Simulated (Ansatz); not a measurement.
# C₂H₆N₂Si: how energies converge with the basis set

Aim: see how fast density functionals converge with the basis set for C₂H₆N₂Si.

Method: one geometry, several basis sets; program: Ansatz 0.2.0, Gaussian basis.

Levels to be run: PBE0-D4/def2-SVP; ωB97M-V/def2-SVP; PBE0-D4/def2-QZVPP; ωB97M-V/def2-QZVPP; the functionals' def2-TZVPP values are taken from earlier runs.

## 1. The relaxed structure

The geometry comes from an earlier relaxation with PBE0-D4 in a triple-zeta def2 set; it is a stationary point, not always the lowest conformer.

SMILES `C1=NC[SiH2]N1`, 11 atoms, charge 0, spin multiplicity 1.

Atoms are counted from 1 here; the program's logs count them from 0.

Bond lengths: C1–N2 1.271 Å, C1–N5 1.381 Å, C1–H6 1.089 Å, N2–C3 1.467 Å, C3–Si4 1.897 Å, C3–H7 1.094 Å, C3–H8 1.094 Å, Si4–N5 1.745 Å, Si4–H9 1.488 Å, Si4–H10 1.488 Å, N5–H11 1.004 Å. Angles: N2–C1–N5 122.3°, N2–C1–H6 120.2°, N5–C1–H6 117.5°, C1–N2–C3 112.4°, N2–C3–Si4 106.1°, N2–C3–H7 109.3°, N2–C3–H8 109.4°, Si4–C3–H7 112.9°, Si4–C3–H8 113.0°, H7–C3–H8 106.1°, C3–Si4–N5 89.8°, C3–Si4–H9 116.8°, C3–Si4–H10 116.8°, N5–Si4–H9 112.5°, N5–Si4–H10 112.5°, H9–Si4–H10 107.6°, C1–N5–Si4 109.4°, C1–N5–H11 118.8° and more.

## 2. PBE0-D4 in def2-SVP

The input, in.yaml:

```yaml
crystal:
  periodic: [false, false, false]
  atoms:
    - {symbol: C, position_ang: [-1.341263, -0.502413, -0.253115]}
    - {symbol: N, position_ang: [-0.647321, -1.370821, 0.362199]}
    - {symbol: C, position_ang: [0.715744, -0.903470, 0.638705]}
    - {symbol: Si, position_ang: [0.827538, 0.847624, -0.081983]}
    - {symbol: N, position_ang: [-0.833502, 0.732688, -0.605562]}
    - {symbol: H, position_ang: [-2.374324, -0.717300, -0.521558]}
    - {symbol: H, position_ang: [0.896814, -0.931774, 1.717215]}
    - {symbol: H, position_ang: [1.434747, -1.596404, 0.192245]}
    - {symbol: H, position_ang: [1.769113, 1.048239, -1.216835]}
    - {symbol: H, position_ang: [1.044427, 1.958652, 0.883842]}
    - {symbol: H, position_ang: [-1.426573, 1.378078, -1.094554]}
basis:
  gaussian: {orbitals: def2-SVP}
hamiltonian: {xc: pbe0, dispersion: d4}
output: {orbitals: {seedname: orbitals}}
```

Further steps of the session: ωB97M-V in def2-SVP; PBE0-D4 in def2-QZVPP; ωB97M-V in def2-QZVPP.

Before running them: what should the planned runs give, taken together? Wanted: PBE0-D4: double and triple zeta above quadruple; ωB97M-V: double and triple zeta above quadruple.

As calculated:

| quantity | value |
| --- | --- |
| PBE0-D4: double and triple zeta above quadruple | 9.17, 0.56 eV |
| ωB97M-V: double and triple zeta above quadruple | 9.38, 0.52 eV |

PBE0-D4 gains 8.61 eV from double to triple zeta, then 0.56 eV more. Total energies overstate the basis error of differences, where much of it tends to cancel. The LUMO of ωB97M-V is positive and keeps falling with the basis (2.64 to 1.25 eV): an unbound level that the basis holds in place.
